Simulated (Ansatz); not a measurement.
**FGeH2S (charge +1): a nudged elastic band in two tries**

Aim: a band of images between two relaxed ends for this system. SMILES of the start: [F][GeH+][SH].

Method: UKS r2SCANh/def2-SVP, in Ansatz 0.2.0.

**1. The system as given**

Bond lengths: F1–Ge2 1.686 Å, Ge2–S3 2.108 Å, Ge2–H4 1.517 Å, S3–H5 1.359 Å. Angles: F1–Ge2–S3 113.0°, F1–Ge2–H4 114.4°, S3–Ge2–H4 132.6°, Ge2–S3–H5 92.4°.

Coordinates:

```xyz
5

F    -1.0629   -1.1150    1.4229
Ge   -0.4147   -0.3541    0.0655
S     1.2065    0.9119    0.5263
H    -1.1024   -0.7078   -1.2399
H     1.3734    1.2650   -0.7749
```

**2. The run**

The input, input.yaml:

```yaml
crystal:
  periodic: [false, false, false]
  atoms:
    - { symbol: F, position_ang: [-1.062861, -1.114999, 1.422912] }
    - { symbol: Ge, position_ang: [-0.41465, -0.35407, 0.065546] }
    - { symbol: S, position_ang: [1.206507, 0.911865, 0.52633] }
    - { symbol: H, position_ang: [-1.102398, -0.70781, -1.239856] }
    - { symbol: H, position_ang: [1.373401, 1.265014, -0.774932] }
total_charge: 1
magnetization:
  spin_polarized: true
basis:
  gaussian: { orbitals: def2-SVP }
hamiltonian:
  xc: r2scanh
neb:
  order_check: false
  images: 7
  f_tol: 0.05
  max_iterations: 8
  final_atoms:
    - { symbol: F, position_ang: [-1.35465525, -1.23295117, 1.02301239] }
    - { symbol: Ge, position_ang: [-0.486865, 0.09494462, 1.67284281] }
    - { symbol: S, position_ang: [0.97580728, 0.09241155, -0.50049268] }
    - { symbol: H, position_ang: [-0.00506767, -0.34702336, -1.32706363] }
    - { symbol: H, position_ang: [0.87077964, 1.39261836, -0.86829889] }
  initial_path:
    images:
      - { positions_ang: [[-1.062861, -1.114999, 1.422912], [-0.41465, -0.35407, 0.065546], [1.206507, 0.911865, 0.52633], [-1.102398, -0.70781, -1.239856], [1.373401, 1.265014, -0.774932]] }
      - { positions_ang: [[-1.14516599, -1.15729055, 1.24234743], [-0.35074483, -0.3027485, 0.30642905], [1.05959582, 0.82158394, 0.18057058], [-0.98045766, -0.65829008, -1.06135114], [1.41677166, 1.29674519, -0.66799592]] }
      - { positions_ang: [[-1.22747098, -1.1995821, 1.06178286], [-0.28683966, -0.251427, 0.5473121], [0.91268465, 0.73130288, -0.16518884], [-0.85851732, -0.60877015, -0.88284627], [1.46014232, 1.32847637, -0.56105985]] }
      - { positions_ang: [[-1.30977598, -1.24187365, 0.88121829], [-0.22293449, -0.2001055, 0.78819515], [0.76577347, 0.64102181, -0.51094826], [-0.73657698, -0.55925023, -0.70434141], [1.50351298, 1.36020756, -0.45412377]] }
      - { positions_ang: [[-1.39208097, -1.2841652, 0.70065372], [-0.15902932, -0.148784, 1.02907819], [0.61886229, 0.55074075, -0.85670768], [-0.61463665, -0.5097303, -0.52583654], [1.54688364, 1.39193874, -0.34718769]] }
      - { positions_ang: [[-1.38272454, -1.27136169, 0.78124339], [-0.24098824, -0.08785184, 1.19001935], [0.70809854, 0.43615845, -0.76765393], [-0.4622444, -0.46905357, -0.72614331], [1.37785764, 1.39210865, -0.47746549]] }
      - { positions_ang: [[-1.37336811, -1.25855819, 0.86183305], [-0.32294716, -0.02691969, 1.3509605], [0.79733479, 0.32157615, -0.67860018], [-0.30985216, -0.42837683, -0.92645009], [1.20883164, 1.39227855, -0.60774329]] }
      - { positions_ang: [[-1.36401168, -1.24575468, 0.94242272], [-0.40490608, 0.03401246, 1.51190165], [0.88657103, 0.20699385, -0.58954643], [-0.15745992, -0.38770009, -1.12675686], [1.03980564, 1.39244846, -0.73802109]] }
      - { positions_ang: [[-1.35465525, -1.23295117, 1.02301239], [-0.486865, 0.09494462, 1.67284281], [0.97580728, 0.09241155, -0.50049268], [-0.00506767, -0.34702336, -1.32706363], [0.87077964, 1.39261836, -0.86829889]] }
  n_images: 5
```

Run with:

```sh
$ ansatz run input.yaml --threads 2 --pin off --max-ram 3072MiB --backend cpu --events-out ev --progress --plain --runs-dir out
```

Before running it: what results should come out? Wanted: first try.

As calculated:

| quantity | value |
| --- | --- |
| first try | refused |
| cause | one key bears a name from other programs (dt, n_images) that this one doesn't know |

In words: The fault in the first input was caught at the input check and cost nothing.
